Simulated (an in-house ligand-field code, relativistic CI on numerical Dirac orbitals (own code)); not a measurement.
# d2 in a ligand field: terms against the cubic field

Which terms of d2 lie lowest for given Racah parameters and ligand field?

The numbers are computed with an in-house ligand-field code version 1 (parametric ligand-field model of a d^n configuration (Racah B and C, spin-orbit zeta, crystal field), exact diagonalisation), except any that are marked as measured or tabulated.

### Step 1. The system

```
shell        : d2
set 1 (cm⁻¹) : B = 880, C = 3340, Oh, 10Dq = 29040
set 2 (cm⁻¹) : B = 880, C = 3340, Oh, 10Dq = 30800
set 3 (cm⁻¹) : B = 880, C = 3340, Oh, 10Dq = 32560
set 4 (cm⁻¹) : B = 880, C = 3340, Oh, 10Dq = 34320
set 5 (cm⁻¹) : B = 880, C = 3340, Oh, 10Dq = 36080
set 6 (cm⁻¹) : B = 880, C = 3340, Oh, 10Dq = 37840
set 7 (cm⁻¹) : B = 880, C = 3340, Oh, 10Dq = 39600
set 8 (cm⁻¹) : B = 880, C = 3340, Oh, 10Dq = 41360
```

### Step 2. Set 1

Settings of the run:

```ini
n = 2
racah_B = 880  # cm-1
racah_C = 3340  # cm-1
zeta = 0  # cm-1
symmetry = Oh
field = {"10Dq": 29040}  # cm-1
```

### Step 3. Set 2

Settings of the run:

```ini
n = 2
racah_B = 880  # cm-1
racah_C = 3340  # cm-1
zeta = 0  # cm-1
symmetry = Oh
field = {"10Dq": 30800}  # cm-1
```

### Step 4. Set 3

Settings of the run:

```ini
n = 2
racah_B = 880  # cm-1
racah_C = 3340  # cm-1
zeta = 0  # cm-1
symmetry = Oh
field = {"10Dq": 32560}  # cm-1
```

### Step 5. Set 4

Settings of the run:

```ini
n = 2
racah_B = 880  # cm-1
racah_C = 3340  # cm-1
zeta = 0  # cm-1
symmetry = Oh
field = {"10Dq": 34320}  # cm-1
```

### Step 6. Set 5

Settings of the run:

```ini
n = 2
racah_B = 880  # cm-1
racah_C = 3340  # cm-1
zeta = 0  # cm-1
symmetry = Oh
field = {"10Dq": 36080}  # cm-1
```

### Step 7. Set 6

Settings of the run:

```ini
n = 2
racah_B = 880  # cm-1
racah_C = 3340  # cm-1
zeta = 0  # cm-1
symmetry = Oh
field = {"10Dq": 37840}  # cm-1
```

### Step 8. Set 7

Settings of the run:

```ini
n = 2
racah_B = 880  # cm-1
racah_C = 3340  # cm-1
zeta = 0  # cm-1
symmetry = Oh
field = {"10Dq": 39600}  # cm-1
```

### Step 9. Set 8

Settings of the run:

```ini
n = 2
racah_B = 880  # cm-1
racah_C = 3340  # cm-1
zeta = 0  # cm-1
symmetry = Oh
field = {"10Dq": 41360}  # cm-1
```

(Steps that only read results are left out.)

Before running it: what results should come out? Wanted: lowest terms.

The runs gave:

| set | 10Dq/B (size) | lowest | S | electrons in z² and x²-y² | first level of the same spin (cm⁻¹) |
| --- | --- | --- | --- | --- | --- |
| 1: Oh | 33.0 | 3T1 | 1.00 | 0.02 | 3T2 27139 |
| 2: Oh | 35.0 | 3T1 | 1.00 | 0.02 | 3T2 28867 |
| 3: Oh | 37.0 | 3T1 | 1.00 | 0.02 | 3T2 30597 |
| 4: Oh | 39.0 | 3T1 | 1.00 | 0.01 | 3T2 32330 |
| 5: Oh | 41.0 | 3T1 | 1.00 | 0.01 | 3T2 34065 |
| 6: Oh | 43.0 | 3T1 | 1.00 | 0.01 | 3T2 35801 |
| 7: Oh | 45.0 | 3T1 | 1.00 | 0.01 | 3T2 37540 |
| 8: Oh | 47.0 | 3T1 | 1.00 | 0.01 | 3T2 39279 |

| quantity | value |
| --- | --- |
| lowest terms | 1: 3T1, 2: 3T1, 3: 3T1, 4: 3T1, 5: 3T1, 6: 3T1, 7: 3T1, 8: 3T1 |

What this shows: The lowest term stays 3T1 over this range. B, C and the field are free parameters here, not those of a compound.
